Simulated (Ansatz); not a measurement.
This script drives the Ansatz DFT code, driven from Python.

The script, `euge2_smear.py`:
```python
# -*- coding: utf-8 -*-
"""Smearing width test for EuGe2."""

import warnings

import ansatz as az

SCF_TOL = 1e-08
MESH = (5, 5, 4)
XC = "pbesol"

warnings.simplefilter("ignore", az.DeckWarning)

system = (
    az.Lattice.from_parameters(4.358252, 4.358252, 4.290627, alpha=90.0, beta=90.0, gamma=120.0)
    .atom("Eu", [0.0, 0.0, 0.0])
    .atom("Ge", [2 / 3, 1 / 3, 0.51573])
    .atom("Ge", [1 / 3, 2 / 3, 0.48427])
    .moments(Eu=7)
)

job = (
    system.calculation()
    .scf(tolerance=SCF_TOL)
    .kpoints(mesh=MESH)
    .functional(XC)
    .pseudopotentials("paw")
    .spin(az.SpinTreatment.COLLINEAR)  # two spin channels
    .mixing("msr1")
    .forces()
    .stress()  # positive in compression
)

rows = []
for value in [0.5, 0.3, 0.2, 0.1]:
    data = job.occupations("cold", width=value).run(threads=1, pin="off").report
    rows.append((value, data["free_energy_ev"] / len(data["lattice"]["sites"]), data["n_iterations"], sum(data["stress_gpa"][i][i] for i in range(3)) / 3, max(abs(f) for row in data["forces_ev_ang"] for f in row), data["magnetization_mub"], data["n_kpoints"]))

print("  width (eV)   F/atom (eV)    iterations       P (GPa)  max component (eV/A)  moment (muB)      k-points")
for row in rows:
    print(f"{str(row[0]):>12s}  {row[1]:12.5f}  {row[2]:12d}  {row[3]:12.3f}  {row[4]:20.4f}  {row[5]:12.3f}  {row[6]:12d}")

# the last row is the reference
for row in rows[:-1]:
    shift = 1000 * (row[1] - rows[-1][1])
    print(f"{row[0]}: {shift:+.2f} meV/atom" + ("  (within 5 meV)" if abs(shift) < 5 else ""))
```

It is started by `python euge2_smear.py`. How long does it take on 1 thread of Arm Neoverse V2, on a shared host, and how much memory does it need?

It took about 48 s, with a peak of 0.49 GiB, for 4 runs of the engine.

Output of `python euge2_smear.py`:
```text
  width (eV)   F/atom (eV)    iterations       P (GPa)  max component (eV/A)  moment (muB)      k-points
         0.5   -5724.31520            19        -2.482                0.0296         6.842            17
         0.3   -5724.35348            21        -2.552                0.0302         6.859            17
         0.2   -5724.37585            22        -2.581                0.0244         6.877            17
         0.1   -5724.39848            16        -2.269                0.0096         6.868            17
0.5: +83.27 meV/atom
0.3: +44.99 meV/atom
0.2: +22.62 meV/atom
```

Going from 0.1 to 0.5 eV changes F by +83.3 meV an atom. This scheme is built to cancel the term in the square of the width, but that needs a smooth density of states and a fine mesh, and here a sizeable shift remains. The pressure moves from -2.27 to -2.48 GPa.

Reading the output:
- Open f shells: without a Hubbard U, without spin-orbit coupling; the state reached hangs on the start and needn't be the lowest.
- The mesh is modest for a metal, so energies can be off by several to tens of meV an atom and pressures by half a GPa or more; differences at equal mesh fare better.
- The overall sign of a collinear moment is arbitrary, and semilocal functionals can give small moments to compounds that are paramagnetic.
- The program warned that this SCF threshold is loose for forces or stresses.
- The narrowest width needs the finest mesh, so the last row is no converged reference.
- Pressure is positive in compression.
- The structure comes from a database of computed cells and needn't be a stable or known phase.
- The script silences the warnings on its input, which a real study should read.
